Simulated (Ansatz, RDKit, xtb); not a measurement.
**Isomers of CH7ClGeOSi, a sample narrowed down**

Which of a sample of isomers of CH7ClGeOSi is the most stable in the gas at 298.15 K, and what are its properties? The sample is small against all isomers, and the most stable one of this formula need not be in it.

The funnel: GFN2-xTB relaxations, single points with a density functional, relaxations at r2SCAN-D4/def2-SVP, harmonic vibrations (at GFN2-xTB), and a last energy at a higher level. All values are calculated.

**1. Candidates**

Isomers were taken from a list of plausible structures; this is a sample, not all of them. That gives 4 candidates.

```
label                   SMILES     spin
 c114       CO[SiH2][GeH2][Cl]  singlet
 c172      CO[Si@@H](Cl)[GeH3]  singlet
 c272  C[O][Ge@@H]([SiH3])[Cl]  singlet
 c302       C[O][GeH2][SiH2]Cl  singlet
```

Candidates are built by distance geometry, with a force field where one applies, in up to four conformers (letters a to d).

**Question.** With final energies at CCSD(T)/def2-SVP + MP2/def2-TZVPP - MP2/def2-SVP, which structure will this search put lowest in free energy, and by what margin?

| quantity | value |
| --- | --- |
| lowest structure found | CO[Si@@H](Cl)[GeH3], singlet |
| next finalist | CO[SiH2][GeH2][Cl], singlet, 9.3 kcal/mol higher in G |
| share at equilibrium, among the finalists | 100.0 % |

`CO[Si@@H](Cl)[GeH3]` comes out lowest. The margin of 9.3 kcal/mol over the next finalist is beyond the usual error of the last level; it says nothing of structures that weren't ranked. HF/STO-3G, r2SCAN-D4/def2-SVP, r2SCAN-D4/def2-SVP, relaxed, HF/def2-SVP and MP2/def2-SVP already put its bonding pattern lowest among the structures in one piece; GFN2-xTB favours the singlet CO[SiH2][GeH2][Cl] (c114c, not a finalist). 3 minima inside the window were never screened. The search is not exhaustive (a finite list of starts, one conformer a finalist), so a lower isomer can't be ruled out. Only 4 drawn patterns were tried, so whole families of isomers are missing, and the result ranks this sample alone.
